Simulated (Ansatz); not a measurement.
Working through an equation of state with a fit of Lu3GaC, space group Pm-3m

Program: the Ansatz DFT code, driven from Python.

Typed at the interpreter:
```pycon
>>> import warnings
>>> import ansatz as az
>>> import numpy as np
>>> from pymatgen.analysis.eos import EOS
>>> VECTORS = np.array([
...     [4.685745, 0.0, 0.0],
...     [0.0, 4.685745, 0.0],
...     [0.0, 0.0, 4.685745],
... ])
>>> SITES = [
...     ("Lu", [0.5, 0.0, 0.0]),
...     ("Lu", [0.0, 0.5, 0.0]),
...     ("Lu", [0.0, 0.0, 0.5]),
...     ("Ga", [0.5, 0.5, 0.5]),
...     ("C", [0.0, 0.0, 0.0]),
... ]
>>> def crystal_on(cell):
...     crystal = az.Crystal(lattice=az.Lattice.of(cell))
...     for symbol, position in SITES:
...         crystal = crystal.atom(symbol, position)
...     return crystal
...
>>> warnings.simplefilter("ignore", az.DeckWarning)
>>> # uniform scaling of the cell
>>> volumes, energies, pressures = [], [], []
>>> for scale in np.linspace(0.95, 1.07, 5):
...     cell = VECTORS * scale ** (1 / 3)
...     model = (
...         crystal_on(cell).calculation()
...         .basis(18 * az.Ha)
...         .functional("pbesol")
...         .pseudopotentials("paw")
...         .occupations("Methfessel-Paxton", width=0.05)
...         .kpoints(5, 5, 5)
...         .stress()
...     )
...     rep = model.run(threads=1).report
...     volumes.append(abs(np.linalg.det(cell)) / len(SITES))
...     energies.append(rep["free_energy_ev"] / len(SITES))
...     pressures.append(np.trace(rep["stress_gpa"]) / 3)
...     print(f"V = {volumes[-1]:8.4f} A^3/atom  F = {energies[-1]:.5f} eV/atom  P = {pressures[-1]:8.3f} GPa")
...
V =  19.5474 A^3/atom  F = -9565.40652 eV/atom  P =    2.971 GPa
V =  20.1647 A^3/atom  F = -9565.41182 eV/atom  P =   -0.141 GPa
V =  20.7820 A^3/atom  F = -9565.40598 eV/atom  P =   -2.821 GPa
V =  21.3993 A^3/atom  F = -9565.39056 eV/atom  P =   -5.128 GPa
V =  22.0166 A^3/atom  F = -9565.36689 eV/atom  P =   -7.108 GPa
>>> for form in ["pourier_tarantola"]:
...     fit = EOS(eos_name=form).fit(volumes, energies)
...     print(f"{form:18s} V0 {fit.v0:8.4f} A^3/atom  B0 {fit.b0_GPa:7.1f} GPa  B1 {fit.b1:5.2f}")
...
pourier_tarantola  V0  20.1348 A^3/atom  B0    94.8 GPa  B1  3.84
```

A third-order Birch-Murnaghan fit through the 5 points (the script's own form differs a little) has its minimum at 20.13 Å³ an atom, 2.1 % below the typed cell, with a bulk modulus of 95 GPa and dB/dP = 3.9. From that minimum the energy rises by 5.3 meV an atom on the compressed side and 44.9 meV on the expanded side. The window is off centre, so dB/dP is rough.

Reading the output:
- Absolute energies stand on the zero of these potentials, so only differences at equal settings mean something.
- The mesh is modest for a metal, so energies can be off by several to tens of meV an atom and pressures by half a GPa or more; differences at equal mesh fare better.
- Pressure is positive in compression.
- This cell is a computed structure, which may not be the phase found in nature.
- The whole script took 21 s on 1 thread of Intel(R) Xeon(R) Processor @ 2.30GHz (shared host), peak memory 0.7 GiB.
